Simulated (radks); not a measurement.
# Sn⁴⁻ held by a Watson sphere

Aim: the size and levels of Sn⁴⁻ inside a shell of charge +4 and radius R, which stands for the Madelung well of a crystal, for several R.

The numbers are computed with radks (a radial shooting solver on a logarithmic mesh, Libxc functionals) version 1 (scalar-relativistic Kohn-Sham, LDA (Slater exchange, Perdew-Wang correlation), spin-unpolarised, spherical densities, finite nucleus), except any that are marked as measured or tabulated.

## 1. The atom as given

| Property | Result |
| --- | --- |
| element | tin (Z = 50) |
| charge | -4 |
| electrons | 54 |
| configuration | [Xe] |
| nuclear rms radius | 4.6519 fm |

Outer shells as boxes (Hund's rule):

Sn⁴⁻
```
[Kr] core
4d [↑↓][↑↓][↑↓][↑↓][↑↓]
5s [↑↓]
5p [↑↓][↑↓][↑↓]
```

## 2. R = 2.48 bohr

Settings of this run:

```text
Z 50
configuration [Xe]
relativity scalar-relativistic
functional lda,pw
spin unpolarised
nucleus finite rms 4.6519 fm
c 137.035999084
watson charge 4 radius 2.48 bohr
response adiabatic LDA kernel
```

Command:

```bash
$ python run_ks.py task.json out
```

The same process makes all the runs of this session.

## 3. R = 2.8 bohr

Input: that of step 2 with these lines changed.

```diff
@@ -7,3 +7,3 @@
 c 137.035999084
-watson charge 4 radius 2.48 bohr
+watson charge 4 radius 2.8 bohr
 response adiabatic LDA kernel
```

## 4. R = 2.95 bohr

Input: that of step 3 with these lines changed.

```diff
@@ -7,3 +7,3 @@
 c 137.035999084
-watson charge 4 radius 2.8 bohr
+watson charge 4 radius 2.95 bohr
 response adiabatic LDA kernel
```

## 5. R = 3.17 bohr

Input: that of step 4 with these lines changed.

```diff
@@ -7,3 +7,3 @@
 c 137.035999084
-watson charge 4 radius 2.95 bohr
+watson charge 4 radius 3.17 bohr
 response adiabatic LDA kernel
```

## 6. R = 4.39 bohr

Input: that of step 5 with these lines changed.

```diff
@@ -7,3 +7,3 @@
 c 137.035999084
-watson charge 4 radius 3.17 bohr
+watson charge 4 radius 4.39 bohr
 response adiabatic LDA kernel
```

## 7. R = 5.22 bohr

Input: that of step 6 with these lines changed.

```diff
@@ -7,3 +7,3 @@
 c 137.035999084
-watson charge 4 radius 4.39 bohr
+watson charge 4 radius 5.22 bohr
 response adiabatic LDA kernel
```

## 8. R = 5.4 bohr

Input: that of step 7 with these lines changed.

```diff
@@ -7,3 +7,3 @@
 c 137.035999084
-watson charge 4 radius 5.22 bohr
+watson charge 4 radius 5.4 bohr
 response adiabatic LDA kernel
```

## 9. R = 5.78 bohr

Input: that of step 8 with these lines changed.

```diff
@@ -7,3 +7,3 @@
 c 137.035999084
-watson charge 4 radius 5.4 bohr
+watson charge 4 radius 5.78 bohr
 response adiabatic LDA kernel
```

## 10. R = 5.81 bohr

Input: that of step 9 with these lines changed.

```diff
@@ -7,3 +7,3 @@
 c 137.035999084
-watson charge 4 radius 5.78 bohr
+watson charge 4 radius 5.81 bohr
 response adiabatic LDA kernel
```

Before running it: what results should come out? Wanted: for each run, R; highest level; its <r>; sum of <r²>; α.

The runs gave:

```csv
R (bohr),highest level (eV),its <r> (bohr),sum of <r²> (bohr²),α (bohr³)
2.48,-7.146,2.846,91.99,51.89
2.8,-6.626,3.009,99.46,64.16
2.95,-6.378,3.089,103.2,71.16
3.17,-6.018,3.206,108.9,83.00
4.39,-4.346,3.884,144.9,193.6
5.22,-3.568,4.361,173.9,330.5
5.4,-3.432,4.466,180.7,368.5
5.78,-3.177,4.687,195.8,459.5
5.81,-3.158,4.705,197.0,467.4
```

From R = 2.48 to 5.81 bohr the top level moves from -7.146 to -3.158 eV and its mean radius from 2.85 to 4.70 bohr. A wider sphere makes a shallower well, so the ion swells. The polarisability goes from 51.9 to 467 bohr³. Response by self-consistent Sternheimer equations with the Hartree and adiabatic LDA kernel, the relativistic mass of each level held fixed and spin-orbit coupling left out. The sphere does not respond.
